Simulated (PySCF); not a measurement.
# The bond of CoBr−, level by level

Aim: find the lowest electronic state of CoBr−, scan its bond at several levels of theory, and get bond length, wavenumber and dissociation energy from each curve.

Program: PySCF 2.14.0. Level of theory: Co def2-TZVPPD, Br def2-TZVPPD, no relativity. These are calculated values, not measurements.

## 1. Set-up

A driver script around PySCF takes these settings:

- atoms: Co, Br
- charge: -1
- basis: Co def2-TZVPPD, Br def2-TZVPPD
- Hamiltonian: no relativity
- basis functions: 124
- electrons treated: 63
- masses in u: 58.9332, 78.9183
- levels: PBE0, PBE, r²SCAN, r²SCAN0, TPSSh, PW91, M06-L, r²SCANh, ωB97X, HF, MP2, SCS-MP2
- grid: 80 radial by 434 angular points
- occupations: held fixed by the projection of orbital angular momentum
- dissociation limit: Co + Br−, each in its ground configuration
- starting distance in angstrom: 2.285
- values of 2S to try: 1, 3, 5

Started as:

```sh
$ OMP_NUM_THREADS=2 python dia.py task.json out
```

Further steps of the session: First curve: PBE0; Other states along the same grid; PBE (GGA); r²SCAN; r²SCAN0 (hybrid meta-GGA); TPSSh (hybrid meta-GGA); PW91 (GGA); M06-L (meta-GGA); r²SCANh; ωB97X (range-separated hybrid); UHF.

Before running it: what results should come out? Wanted: for each run, Re; ωe; De; μ.

As calculated:

Lowest PBE0 solution found, without spin–orbit coupling: quartet, unpaired electrons σ ↑, π ↑, δ ↑. State 2 has its PBE0 minimum 0.05 eV higher. State 3 has its PBE0 minimum 0.16 eV higher, as a spin-mixed determinant (⟨S²⟩ = 1.70), so this is no gap between pure states. State 4 has its PBE0 minimum 0.17 eV higher. The other levels ran on the lowest alone.

```tsv
level	Re (Å)	ωe (cm⁻¹)	De (eV)	μ (D)
UHF	2.710	137.1	0.64	2.20
UHF-MP2	2.556	162.5	0.85	n/a
UHF-SCS-MP2	2.595	154.8	0.78	n/a
PBE	2.379	212.2	1.91	2.46
PW91	2.376	213.3	1.94	2.38
r²SCAN	2.379	217.1	1.58	2.63
M06-L	2.418	201.3	1.41	2.90
TPSSh	2.399	206.8	1.45	2.51
r²SCANh	2.392	212.7	1.38	2.57
PBE0	2.406	204.8	1.30	2.42
r²SCAN0	2.423	199.1	1.12	2.55
ωB97X	2.415	207.1	1.33	2.57
```

De is counted to Co + Br− in their ground configurations. A positive dipole points from Co to Br; in an ion it is taken about the centre of mass and does not tell which atom is negative.

The methods spread over 0.334 Å in bond length, from PW91 to UHF. Among the levels with a De in the table, it runs from 0.64 eV (UHF) to 1.94 eV (PW91).

Correlated steps freeze 14 core orbitals. The state is the lowest single determinant that the PBE0 search found; with open d or f shells the true ground state can be another one. With some functionals the highest level of the anion is positive, from self-interaction error or because the anion is truly unbound there; the finite basis then holds the extra electron, and no neutral molecule was run to test the binding.
